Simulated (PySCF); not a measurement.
# C8H11N: the cost of one run

Computed with PySCF 2.14.0, with density-fitted response routines of our own, on a single molecule, in the gas phase or a continuum. Atoms are numbered from 0 throughout.

## Step 1: The starting structure

20 atoms, charge 0, multiplicity 1; geometry from: GFN2-xTB.

Bonds of the start (Å): C0–C1 1.49, C1–C2 1.33, C2–C3 1.45, C3–C4 1.42, C4–N5 1.15, C3–C6 1.35, C6–C7 1.49, C7–C8 1.53, C0–H9 1.09, C0–H10 1.09, C0–H11 1.09, C1–H12 1.08, C2–H13 1.08, C6–H14 1.08, C7–H15 1.09, C7–H16 1.09, C8–H17 1.09, C8–H18 1.09, C8–H19 1.09.

## Step 2: Geometry optimisation at PBE0-D3(BJ)/def2-SVP

The job: settings as JSON, then the geometry in Å.

```
{"job": {"xc": "PBE0", "basis": "def2-SVP", "d3": "d3bj", "grid": 1, "kind": "geom"}, "charge": 0, "multiplicity": 1}
C      3.323443    -0.423961    -0.934596
C      2.307001     0.303675    -0.128079
C      1.034001    -0.072192    -0.016742
C      0.039907     0.643509     0.768428
C      0.489367     1.797106     1.463299
N      0.838869     2.730284     2.030649
C     -1.260064     0.317794     0.903777
C     -1.978100    -0.827437     0.276601
C     -3.124243    -0.327934    -0.605897
H      3.738575     0.235186    -1.696982
H      4.148154    -0.744729    -0.297999
H      2.891484    -1.296089    -1.419955
H      2.658580     1.188597     0.387095
H      0.692560    -0.957338    -0.534744
H     -1.881997     0.956661     1.520132
H     -2.394282    -1.452071     1.073507
H     -1.306045    -1.446424    -0.316791
H     -2.737183     0.285698    -1.416442
H     -3.822033     0.269906    -0.024072
H     -3.663144    -1.169561    -1.034226
```

On the command line:

```sh
$ OMP_NUM_THREADS=1 python probes_run.py task.json out
```

This one command runs all jobs of the session in turn.

**Question.** How long does this first job take on 1 thread of Arm Neoverse V2, shared host, and how much memory does it need?

About 77 s, with a peak of 0.73 GiB.
